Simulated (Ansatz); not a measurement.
# ClH6NOSn: the cost of one run

All numbers below are computed with Ansatz 0.2.0 (RHF/def2-SVP).

### Step 1. The starting structure

Bond lengths: Sn1–Cl2 2.760 Å, Sn1–H3 1.740 Å, Sn1–O4 1.959 Å, O4–H5 1.010 Å, Sn1–H6 1.739 Å, Sn1–N7 2.400 Å, N7–H8 1.060 Å, N7–H9 1.060 Å. Angles: Cl2–Sn1–H3 109.4°, Cl2–Sn1–O4 109.5°, Cl2–Sn1–H6 109.5°, Cl2–Sn1–N7 71.6°, H3–Sn1–O4 109.5°, H3–Sn1–H6 109.5°, H3–Sn1–N7 75.6°, O4–Sn1–H6 109.5°, O4–Sn1–N7 64.5°, H6–Sn1–N7 173.5°, Sn1–O4–H5 109.5°, Sn1–N7–H8 120.0°, Sn1–N7–H9 120.0°, H8–N7–H9 120.0°.

Coordinates:

```xyz
10

Sn    0.0000    0.0000    0.0000
Cl    0.0000    0.0000    2.7600
H     1.6408    0.0000   -0.5794
O    -0.9232    1.5994   -0.6527
H    -1.8810    1.3686   -0.8751
H    -0.8195   -1.4198   -0.5794
N     0.8997    2.0923    0.7568
H     1.7392    2.1052    1.4038
H     0.4576    3.0035    0.4440
H     0.6172    1.4354    1.9842
```

### Step 2. A restrained relaxation towards end A

Springs on the bonds that form and break draw the guess towards this end; the thresholds are loose.

input.yaml reads:

```yaml
crystal:
  periodic: [false, false, false]
  atoms:
    - { symbol: Sn, position_ang: [0.0, 0.0, 0.0] }
    - { symbol: Cl, position_ang: [0.0, 0.0, 2.76] }
    - { symbol: H, position_ang: [1.6408, 0.0, -0.5794] }
    - { symbol: O, position_ang: [-0.9232, 1.5994, -0.6527] }
    - { symbol: H, position_ang: [-1.881, 1.3686, -0.8751] }
    - { symbol: H, position_ang: [-0.8195, -1.4198, -0.5794] }
    - { symbol: "N", position_ang: [0.8997, 2.0923, 0.7568] }
    - { symbol: H, position_ang: [1.7392, 2.1052, 1.4038] }
    - { symbol: H, position_ang: [0.4576, 3.0035, 0.444] }
    - { symbol: H, position_ang: [0.6172, 1.4354, 1.9842] }
basis:
  gaussian: { orbitals: def2-SVP }
hamiltonian:
  xc: hf
relax:
  f_tol: 0.15
  max_steps: 25
  restrain:
    - { distance: [0, 6], at: 3.3, k: 30.0 }
    - { distance: [9, 1], at: 2.57, k: 30.0 }
    - { distance: [0, 1], at: 2.41, k: 30.0 }
    - { distance: [9, 6], at: 1.06, k: 30.0 }
```

On the command line:

```sh
$ ansatz run input.yaml --threads 2 --pin off --max-ram 3072MiB --backend cpu --events-out ev --progress --plain --runs-dir out
```

What time and memory should one allow on 2 threads of Arm Neoverse V2, shared host?

About 14 s, with a peak of 0.22 GiB.
